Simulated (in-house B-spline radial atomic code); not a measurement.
**I: excited configurations**

Aim: the energies of several excited configurations of I above a reference configuration, each from its own self-consistent run.

Method: scalar-relativistic (spin-free one-electron X2C) Hartree-Fock, spin-polarised, average of configuration, Fermi nucleus, basis-set limit. Code: in-house B-spline radial atomic code version 1.

## Step 1: What is computed

| Item | Value |
| --- | --- |
| element | iodine (Z = 53) |
| charge | 0 |
| electrons | 53 |
| configuration | [Kr] 4d10 5s2 5p5 |
| Hamiltonian | scalar-relativistic (X2C) |
| nucleus | Fermi, rms radius 4.750 fm |

The outer shells:

[Kr] 4d10 5s2 5p5
```
[Kr] core
4d [↑↓][↑↓][↑↓][↑↓][↑↓]
5s [↑↓]
5p [↑↓][↑↓][↑ ]
```

Where spins are not typed, each open shell is filled with up spins first.

Input settings:

```ini
Z = 53
electrons = 53.0
configuration = [Kr] 4d10 5s2 5p5
hamiltonian = x2c
method = hf
spin_polarised = True
nucleus = fermi
rms_radius = 4.75
mass_number = 127
atomic_mass = 126.904472592
speed_of_light = 137.035999084
```

This reference run was done before. Its total energy is -7112.753200 hartree, and its levels are (the highest eight at most):

| orbital | occupation | energy (eV) | <r> (bohr) |
| --- | --- | --- | --- |
| 4p up | 3 | -152.07 | 0.7923 |
| 4p down | 3 | -151.85 | 0.7930 |
| 4d up | 5 | -62.749 | 0.9210 |
| 4d down | 5 | -62.593 | 0.9180 |
| 5s up | 1 | -25.100 | 2.016 |
| 5s down | 1 | -22.607 | 2.013 |
| 5p up | 3 | -11.422 | 2.460 |
| 5p down | 2 | -10.239 | 2.507 |

## Step 2: Run with [Kr] 4d9 5s2 5p5 6p1

Input settings:

```ini
Z = 53
electrons = 53.0
configuration = [Kr] 4d9 5s2 5p5 6p1
hamiltonian = x2c
method = hf
spin_polarised = True
nucleus = fermi
rms_radius = 4.75
mass_number = 127
atomic_mass = 126.904472592
speed_of_light = 137.035999084
```

## Step 3: [Ar] 3d10 4s2 4p5 4d10 4f1 5s2 5p5

Changes to the settings of step 2:

```diff
@@ -2,3 +2,3 @@
 electrons = 53.0
-configuration = [Kr] 4d9 5s2 5p5 6p1
+configuration = [Ar] 3d10 4s2 4p5 4d10 4f1 5s2 5p5
 hamiltonian = x2c
```

## Step 4: Run with [Kr] 4d10 4f1 5s1 5p5

Changes to the settings of step 3:

```diff
@@ -2,3 +2,3 @@
 electrons = 53.0
-configuration = [Ar] 3d10 4s2 4p5 4d10 4f1 5s2 5p5
+configuration = [Kr] 4d10 4f1 5s1 5p5
 hamiltonian = x2c
```

## Step 5: [Kr] 4d10 5s2 5p4 5f1

Changes to the settings of step 4:

```diff
@@ -2,3 +2,3 @@
 electrons = 53.0
-configuration = [Kr] 4d10 4f1 5s1 5p5
+configuration = [Kr] 4d10 5s2 5p4 5f1
 hamiltonian = x2c
```

## Step 6: [Kr] 4d9 5s2 5p5 6s1

Changes to the settings of step 5:

```diff
@@ -2,3 +2,3 @@
 electrons = 53.0
-configuration = [Kr] 4d10 5s2 5p4 5f1
+configuration = [Kr] 4d9 5s2 5p5 6s1
 hamiltonian = x2c
```

Before running: How far above the reference does each configuration lie (order and size, in eV)?

As calculated:

| net move | configuration | 2|M_S|+1 | energy above the reference (eV) | largest <r> (bohr) |
| --- | --- | --- | --- | --- |
| 5p → 5f | [Kr] 4d10 5s2 5p4 5f1 | 4 | 9.005 | 31.4 |
| 5s → 4f | [Kr] 4d10 4f1 5s1 5p5 | 4 | 20.646 | 17.9 |
| 4d → 6s | [Kr] 4d9 5s2 5p5 6s1 | 4 | 54.209 | 6.30 |
| 4d → 6p | [Kr] 4d9 5s2 5p5 6p1 | 4 | 55.329 | 8.54 |
| 4p → 4f | [Ar] 3d10 4s2 4p5 4d10 4f1 5s2 5p5 | 4 | 144.89 | 18.0 |

Quantum defects of the promoted electron, δ = n − ζ/√(−2ε) with ζ = 1 and ε its orbital energy in hartree:

| promotion | δ |
| --- | --- |
| 4d → 6s | 3.993 |
| 4d → 6p | 3.534 |

**Reading.** At the bottom stands 5p → 5f (9.005 eV), at the top 4p → 4f (144.89 eV). Koopmans' estimate of the ionisation threshold is 10.239 eV; 4 configurations exceed it by over 2 % and could autoionise. Of those tabulated, the defect is largest for 6s (3.99) and least for 6p (3.53): low angular momentum penetrates the core, high angular momentum stays outside it. Two partly filled shells share a symmetry and can mix in the average, which may lower the energy, for: 4p → 4f. The reference has 2|M_S|+1 = 2; 5 of the configurations differ from it in spin. These are spherical averages at the typed spins, without correlation, not spectroscopic levels.
